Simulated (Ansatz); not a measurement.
The system is CoNiO2.

```
Ni Co O
1.0
     3.01433    0.00000    0.00000
     0.00000    3.01433    0.00000
     0.00000    0.00000    4.22229
Ni Co O
1 1 2
Direct
  0.00000 0.00000 0.00000
  0.50000 0.50000 0.50000
  0.00000 0.00000 0.50000
  0.50000 0.50000 0.00000
```

The cell comes from a database or a generator and needn't be the stable form of this composition.

Base run:

* Program: Ansatz 0.2.0
* Functional: PBEsol
* Potentials or basis: Ansatz PAW
* Cutoff: 420 eV (not typed: the program's choice for these potentials)
* k mesh: 9 × 9 × 6
* Occupations: fermi-dirac, width 0.05 eV
* Spin: no spin polarisation

Its results: band gap on the k mesh none (metal or under the smearing width); pressure -23.8 GPa.

Question: The run is repeated on the same cell with these changes: spin from no spin polarisation to collinear spin, ferromagnetic start. What comes out?

Answer: Band gap on the k mesh none (metal or under the smearing width); pressure -11.9 GPa; net moment 4.55 μB per cell; site moments Ni +1.34; Co +2.43; O +0.31, +0.29 μB.

Caveats: semilocal functionals often make such compounds metallic where correlation or magnetic order opens a gap, which also shifts bond lengths; the PAW data sets come from PBE, with cores solved anew for the run's functional, which leaves a small shift of forces and pressure; an odd number of electrons without spin polarisation forces a metal (some runs); a magnetic or distorted state may lie lower (some runs).
